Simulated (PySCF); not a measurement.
# A gas-phase reaction: H2O2Zn + CH4BeO → CH4BeO2Zn + H2O

What reaction energy should one expect for `[OH][Zn][OH]` + `[CH3][Be][OH]` → `[CH3][Be][O][Zn][OH]` + `O`?

Computed with PySCF 2.14.0; each step states its level. No surroundings beyond the atoms listed, unless a continuum is named. Atoms count from 0, parts from 1.

## Step 1: The system as given

Each species was relaxed by itself at GFN2-xTB.

## Step 2: Reaction energy: PBE0-D3(BJ)/def2-TZVP

What the job is given:

```
{"job": {"kind": "react", "xc": "PBE0", "basis": "def2-TZVP", "disp": "d3bj"}, "charge": 0, "multiplicity": 1}
-1 H2O2Zn charge 0 multiplicity 1
O     -1.364780     0.131400     0.937060
Zn    -0.070600    -0.025260    -0.166300
O      1.630990    -0.035090    -0.311380
H     -2.283620     0.084530     0.681640
H      2.088010    -0.155580    -1.141030

-1 CH4BeO charge 0 multiplicity 1
C      0.943340     0.517100     0.108050
Be    -0.566890    -0.309220    -0.067050
O     -1.764580    -0.966510    -0.201620
H      1.490520     0.240940     1.006320
H      1.636480     0.336570    -0.710120
H      0.845970     1.598900     0.159780
H     -2.584830    -1.417790    -0.295350

+1 CH4BeO2Zn charge 0 multiplicity 1
C     -0.720960    -0.536050    -2.269020
Be    -0.203720    -0.174210    -0.655360
O      0.221040     0.122130     0.626930
Zn     0.809700     0.475300     2.167450
O      0.837210     0.982180     3.790560
H     -0.894290     0.349780    -2.872140
H     -1.649430    -1.096720    -2.312730
H     -0.004620    -1.127630    -2.830660
H      1.605070     1.005220     4.354970

+1 H2O charge 0 multiplicity 1
O     -0.008770     0.379270     0.003300
H     -0.767520    -0.207610     0.007770
H      0.776290    -0.171660    -0.011060
```

With the program's defaults for keys left out, this is: PBE0-D3(BJ)/def2-TZVP reaction energy of separated species, gas phase.

On the command line:

```console
$ OMP_NUM_THREADS=1 python cluster_run.py task.json out
```

One launch serves the whole session: the jobs run in the order shown.

**Question.** The jobs that follow are: wB97M-D3(BJ)/def2-TZVP reaction energy of separated species, gas phase; BLYP-D3(BJ)/def2-TZVPP reaction energy of separated species, gas phase; TPSSh-D3(BJ)/jun-cc-pV(D+d)Z Zn:def2-SVP reaction energy of separated species, gas phase. Predict: reaction energy (PBE0-D3(BJ)/def2-TZVP); ΔH, ΔG at 298 K (xTB thermal terms). Thermal terms come from harmonic xTB runs on each species.

The runs gave:

```
                                                quantity                     value
                 reaction energy (PBE0-D3(BJ)/def2-TZVP)           -10.66 kcal/mol
                     ΔH, ΔG at 298 K (xTB thermal terms)     -11.1, -10.3 kcal/mol
range of the reaction energy over the runs of this table  -12.20 to -9.15 kcal/mol
```

The reaction is exothermic by 11.1 kcal/mol in the gas phase; dispersion gives -0.27, and xTB itself gave -7.44 for the electronic energy (xTB energies and thermal terms come from the earlier relaxation of each species, not shown). No barrier was sought. The reaction energy runs from -12.20 (TPSSh-D3(BJ)/jun-cc-pV(D+d)Z Zn:def2-SVP) to -9.15 kcal/mol (BLYP-D3(BJ)/def2-TZVPP). Tight-binding geometries are rough for metal atoms; that holds for every run here that uses one unrelaxed.
